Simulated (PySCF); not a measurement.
# ReCl2: sextet, from a PBE0 minimum start

Aim: relax ReCl2 as a sextet from a PBE0 minimum start, check by its vibrations whether the end is a minimum, and collect its spectrum and constants.

Program: PySCF 2.14.0. Level of theory: PBE0, basis Re def2-SVP with ECP60, Cl def2-SVP, scalar-relativistic core potentials, no spin–orbit coupling, density fitting. These are calculated values, not measurements.

### Step 1. Starting geometry

3 atoms, charge 0, spin multiplicity 6.

Bond lengths: Re1–Cl2 2.309 Å, Re1–Cl3 2.309 Å. Angles: Cl2–Re1–Cl3 180.0°.

```xyz
3
charge 0 multiplicity 6
Re    0.0000    0.0000    0.0000
Cl    2.3088    0.0000    0.0000
Cl   -2.3088    0.0000    0.0000
```

### Step 2. Finding the electronic state

One driver script runs all steps and calls PySCF; scf.py shows how it sets up the SCF of each step. The optimiser is the driver's own. After this first run the driver tries any further starts and a stability analysis.

Input file scf.py:

```python
from pyscf import gto, scf, dft
mol = gto.M(atom='''
Re     0.000000     0.000000     0.000000
Cl     2.308757     0.000000     0.000000
Cl    -2.308757     0.000000     0.000000''',
    basis={'Re': 'def2-SVP', 'Cl': 'def2-SVP'},
    ecp={'Re': 'def2-SVP'},
    charge=0, spin=5)
mf = dft.UKS(mol, xc='PBE0')
mf.grids.atom_grid = (50, 194)
aux = {'Re': 'def2-universal-JKFIT', 'Cl': 'def2-universal-JKFIT'}
mf = mf.density_fit(auxbasis=aux)
mf.conv_tol = 1e-08
mf.diis_space = 10
mf.max_cycle = 60
mf.init_guess = 'minao'
mf.verbose = 4
mf.kernel()
```

Command:

```console
$ OMP_NUM_THREADS=2 python axn.py task.json out
```

What it wrote:

```text
init E= -985.90410194668
[... the frontier-level lines of each cycle are left out ...]
cycle= 1 E= -998.079123369277  delta_E= -12.2  |g|= 0.259  |ddm|= 5.61
cycle= 2 E= -998.111201646385  delta_E= -0.0321  |g|= 0.161  |ddm|= 0.618
cycle= 3 E= -998.124235429194  delta_E= -0.013  |g|= 0.0179  |ddm|= 0.224
cycle= 4 E= -998.124458645106  delta_E= -0.000223  |g|= 0.0148  |ddm|= 0.0726
cycle= 5 E= -998.124600765526  delta_E= -0.000142  |g|= 0.00518  |ddm|= 0.0243
cycle= 6 E= -998.124621651687  delta_E= -2.09e-05  |g|= 0.00033  |ddm|= 0.0122
cycle= 7 E= -998.124621896615  delta_E= -2.45e-07  |g|= 8.41e-05  |ddm|= 0.00135
cycle= 8 E= -998.124621901888  delta_E= -5.27e-09  |g|= 1.78e-05  |ddm|= 0.000178
Extra cycle  E= -998.12462190208  delta_E= -1.92e-10  |g|= 9.1e-06  |ddm|= 3.67e-05
converged SCF energy = -998.12462190208  <S^2> = 8.7601942  2S+1 = 6.0033971
```

This step, with its further starts and checks, needed 12 s of wall time on 2 threads of Arm Neoverse N1, shared host.

Energies from each starting density:

| start | energy (Eh) |
| --- | --- |
| the minimal-basis guess | -998.124622 |
| a thermally smeared density | -998.124622 |
| a smeared PBE density | -998.124622 |

The test of internal stability and the other starts found no lower solution of this spin.

### Step 3. Relaxing the sextet from the PBE0 minimum start

The program finds D∞h symmetry in the start, which this walk keeps. Threshold on the gradient: 0.0003 Eh/bohr, with a further test on the energy change.

Changes to scf.py since step 2:

```diff
@@ -16 +15,0 @@
-mf.init_guess = 'minao'
```

Steps of the walk:

```csv
step,energy (Eh),change (kJ/mol),largest symmetric gradient (Eh/bohr)
0,-998.124622,0.00,0.00003
```

The walk took 2 s.

It settles in D∞h symmetry, 0.0 kJ/mol below the start, after 0 steps: Re–Cl 2.309 Å (×2); Cl–Re–Cl 180.0°.

### Step 4. Hessian and properties

On the finer grid the gradient is checked again; gradients at displacements of ±0.02 bohr then give force constants and infrared intensities.

Changes to scf.py since step 3:

```diff
@@ -10 +10 @@
-mf.grids.atom_grid = (50, 194)
+mf.grids.atom_grid = (75, 302)
@@ -13 +13 @@
-mf.conv_tol = 1e-08
+mf.conv_tol = 1e-10
```

This SCF starts from the last density.

Log of the central SCF (cycles and frontier levels):

```text
init E= -998.124581054925
[... the frontier-level lines of each cycle are left out ...]
cycle= 1 E= -998.124581054918  delta_E= 6.37e-12  |g|= 4.07e-06  |ddm|= 9e-06
Extra cycle  E= -998.124581054903  delta_E= 1.55e-11  |g|= 6.56e-06  |ddm|= 1.38e-05
converged SCF energy = -998.124581054903  <S^2> = 8.7601948  2S+1 = 6.0033973
```

The whole step took 20 s.

Geometry: D∞h; Re–Cl 2.309 Å (×2); Cl–Re–Cl 180.0°.

Harmonic modes (main isotopes):

```json
{"symmetry": "πu", "ω (cm⁻¹)": "57", "IR (km/mol)": "11.2", "type": "bend"}
{"symmetry": "σg+", "ω (cm⁻¹)": "369", "IR (km/mol)": "0.0", "type": "stretch"}
{"symmetry": "σu+", "ω (cm⁻¹)": "384", "IR (km/mol)": "116", "type": "stretch"}
```

All wavenumbers are real: a minimum.

Properties at this point:

```yaml
Dipole_moment: 0.00 D
Highest_occupied_level: -7.23 eV
Lowest_empty_level: -3.71 eV
Rotational_constants: 0.04522 cm⁻¹
Zero-point_energy: 5.2 kJ/mol
Principal_polarisabilities: 38.2, 38.2, 80.3 bohr³
Atomisation_energy_without_zero-point_energy: 750 kJ/mol
Principal_traceless_quadrupole_moments_about_the_centre_of_mass: -13.62, 6.81, 6.81 D Å
Entropy_at_298.15_K_and_1_bar_electronic_part_spin_only: 312.6 J/(mol K)
Heat_capacity_Cp_at_298.15_K: 58.3 J/(mol K)
Enthalpy_at_298.15_K_above_0_K: 14.73 kJ/mol
Rotational_symmetry_number: 2
Spin_squared_⟨S²⟩: 8.760
```

Populations by atom (charges in e):

```
 atom  Mulliken  Löwdin  polar tensor  spin (Mulliken)  Mayer order to Re1
  Re1      0.63   -0.03          1.18             4.78                   –
Cl2,3     -0.31    0.02         -0.59             0.11                1.10
```

Outer orbital energies (eV). α occupied: -9.64, -9.37, -9.37, -9.36, -9.36, -8.77, -7.23, -7.23; empty: -0.59, -0.59, 0.03, 1.63. β occupied: -22.43, -21.98, -11.51, -9.60, -9.51, -9.51, -8.99, -8.99; empty: -3.71, -2.81, -2.81, -2.43.

Mulliken populations on Re1 (outside its core potential): s 2.76, p 6.30, d 5.28, f 0.03.

### Step 5. Results

```
                                          quantity                                value
                                           minimum                          sextet, D∞h
                                          geometry  Re–Cl 2.309 Å (×2); Cl–Re–Cl 180.0°
                                wavenumbers (cm⁻¹)        57 (πu), 369 (σg+), 384 (σu+)
                                     dipole moment                               0.00 D
highest occupied, lowest empty level (either spin)                      -7.23, -3.71 eV
                        polar-tensor charge of Re1                              +1.18 e
                                 zero-point energy                           5.2 kJ/mol
                               entropy at 298.15 K                      312.6 J/(mol K)
         atomisation energy (no zero-point energy)                           750 kJ/mol
                                              ⟨S²⟩                                8.760
```

In words: The PBE0 minimum start keeps its D∞h symmetry and ends in a minimum. In the infrared the band at 384 cm⁻¹ (σu+, stretch) leads. The dipole vanishes although Re1 carries +1.2 e by the polar tensor: the bond dipoles cancel. Most of the spin sits on Re1 (Mulliken spin 4.78, against 5 for the whole molecule). Other starts or spin states, not run here, may lie lower. One determinant may miss the lowest occupation of an open d or f shell. Spin–orbit coupling, left out here, can matter for elements this heavy.

The search up to here took 34 s.
